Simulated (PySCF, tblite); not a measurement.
# C₅H₁₆BN₃: geometry, infrared bands and NMR shifts

Aim: predict the infrared bands and NMR shifts of C₅H₁₆BN₃ (`CN[BH2-][N@@H+](C)[C@@H]1C[C@@H]1N`).

The runs use tblite 0.8.0 and PySCF 2.14.0, with density-fitted response routines of our own; the level of theory stands in each step. All values are computed, except where a source is named. Atoms are numbered from 0 throughout.

### Step 1. The starting structure

25 atoms, charge 0, multiplicity 1; geometry from: force field or distance geometry start.

Bonds of the start (Å): C0–N1 1.46, N1–B2 1.54, B2–N3 1.57, N3–C4 1.48, N3–C5 1.48, C5–C6 1.53, C6–C7 1.53, C7–N8 1.45, C7–C5 1.53, C0–H9 1.10, C0–H10 1.12, C0–H11 1.12, N1–H12 1.07, B2–H13 1.20, B2–H14 1.19, N3–H15 1.03, C4–H16 1.11, C4–H17 1.11, C4–H18 1.11, C5–H19 1.11, C6–H20 1.11, C6–H21 1.11, C7–H22 1.11, N8–H23 1.04, N8–H24 1.05.

### Step 2. Optimising the geometry with GFN2-xTB

The job: settings as JSON, then the geometry in Å.

```
{"job": {"kind": "relax", "xc": "GFN2-xTB", "basis": "xTB"}, "charge": 0, "multiplicity": 1}
C      2.449300     1.380300     0.845800
N      2.059600     0.046200     1.287100
B      0.536100    -0.150100     1.295700
N      0.055600    -0.703700    -0.088200
C      0.455500    -2.123200    -0.213000
C     -1.422800    -0.617600    -0.169200
C     -1.960600    -0.545200    -1.597800
C     -2.001400     0.693700    -0.704400
N     -1.039000     1.703600    -1.108900
H      3.543600     1.465300     0.840300
H      2.073900     1.567400    -0.188700
H      2.036700     2.159500     1.534600
H      2.389500    -0.062200     2.294100
H     -0.019200     0.887800     1.526700
H      0.215300    -0.889700     2.171600
H      0.525500    -0.175100    -0.833100
H      1.564500    -2.221200    -0.164500
H     -0.003400    -2.762600     0.570900
H      0.138500    -2.511800    -1.205100
H     -2.032600    -1.190500     0.563400
H     -2.949300    -1.036900    -1.722600
H     -1.201500    -0.520300    -2.402600
H     -3.006800     1.012800    -0.343200
H     -0.936800     2.352300    -0.302800
H     -1.481100     2.265200    -1.877000
```

Command:

```console
$ OMP_NUM_THREADS=1 python probes_run.py task.json out
```

The driver reads the jobs from task.json and runs them one after another.

**Question.** This job is followed by: GFN2-xTB harmonic vibrations, gas phase; GIAO PBE0/pcSseg-1 NMR shielding, non-relativistic, gas phase. Predict these results of the whole session: strongest single infrared mode (GFN2-xTB); zero-point energy (GFN2-xTB); ¹³C shifts against TMS (PBE0/pcSseg-1); ¹H shifts against TMS (PBE0/pcSseg-1, means over atoms taken as alike); ¹⁵N shifts against NH3 (PBE0/pcSseg-1); ¹¹B shifts against BF3·OEt2 (PBE0/pcSseg-1).

As calculated:

| quantity | value |
| --- | --- |
| strongest single infrared mode (GFN2-xTB) | 2347 cm⁻¹, 286 km/mol |
| zero-point energy (GFN2-xTB) | 137.0 kcal/mol |
| ¹³C shifts against TMS (PBE0/pcSseg-1) | 39.2, 37.5, 37.3, 30.8, 15.9 ppm |
| ¹H shifts against TMS (PBE0/pcSseg-1, means over atoms taken as alike) | 3.16, 2.72, 2.68, 2.67, 2.58, 2.44, 1.97, 1.61, 0.64, 0.22, 0.02 ppm |
| ¹⁵N shifts against NH3 (PBE0/pcSseg-1) | 64.2, 38.3, 28.7 ppm |
| ¹¹B shifts against BF3·OEt2 (PBE0/pcSseg-1) | -5.0 ppm |

**Reading.** Over 105 steps the energy fell by 0.739 eV; of the close pairs, B2–N3 changed most, 1.566 to 1.699 Å. All 69 modes are real, so the xTB geometry is a minimum. The strongest single mode, at 2347 cm⁻¹, moves mainly H13. Unscaled tight-binding wavenumbers are off by several per cent, some by more. Its intensities can rank the bands wrongly. At PBE0/pcSseg-1: The largest span, 83 ppm, is at C5, where the paramagnetic term is -94 ppm.
